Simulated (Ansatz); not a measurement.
# BFH4N2: the cost of one run

Method: RKS CAM-B3LYP-D4/def2-SVP, in Ansatz 0.2.0.

## Step 1: The system as given

Bond lengths: B1–N2 1.550 Å, N2–H3 1.060 Å, N2–H4 1.060 Å, B1–N5 1.550 Å, N5–H6 1.060 Å, N5–H7 1.060 Å, B1–F8 1.320 Å. Angles: B1–N2–H3 120.0°, B1–N2–H4 120.0°, H3–N2–H4 120.0°, N2–B1–N5 120.0°, N2–B1–F8 120.0°, N5–B1–F8 120.0°, B1–N5–H6 120.0°, B1–N5–H7 120.0°, H6–N5–H7 120.0°.

Coordinates:

```xyz
8

B     0.0000    0.0000    0.0000
N     0.0000    0.0000    1.5500
H    -0.8770   -0.2713    2.0800
H     0.8770    0.2713    2.0800
N     1.3423    0.0000   -0.7750
H     1.8089   -0.9179   -1.0268
H     1.7937    0.9179   -1.0532
F    -1.1431    0.0000   -0.6600
```

## Step 2: Relaxing the start

Input file input.yaml:

```yaml
crystal:
  periodic: [false, false, false]
  atoms:
    - { symbol: B, position_ang: [0.0, 0.0, 0.0] }
    - { symbol: "N", position_ang: [0.0, 0.0, 1.55] }
    - { symbol: H, position_ang: [-0.877, -0.2713, 2.08] }
    - { symbol: H, position_ang: [0.877, 0.2713, 2.08] }
    - { symbol: "N", position_ang: [1.3423, 0.0, -0.775] }
    - { symbol: H, position_ang: [1.8089, -0.9179, -1.0268] }
    - { symbol: H, position_ang: [1.7937, 0.9179, -1.0532] }
    - { symbol: F, position_ang: [-1.1431, 0.0, -0.66] }
basis:
  gaussian: { orbitals: def2-SVP }
hamiltonian:
  xc: cam_b3lyp
  dispersion: d4
relax:
  f_tol: 0.02
  max_steps: 40
```

Run with:

```console
> ansatz run input.yaml --threads 1 --pin off --max-ram 2048MiB --backend cpu --events-out ev --progress --plain --runs-dir out
```

What time and memory should one allow on 1 thread of Intel Xeon 6975P-C (Granite Rapids), shared host?

About 18 s, with a peak of 0.17 GiB.
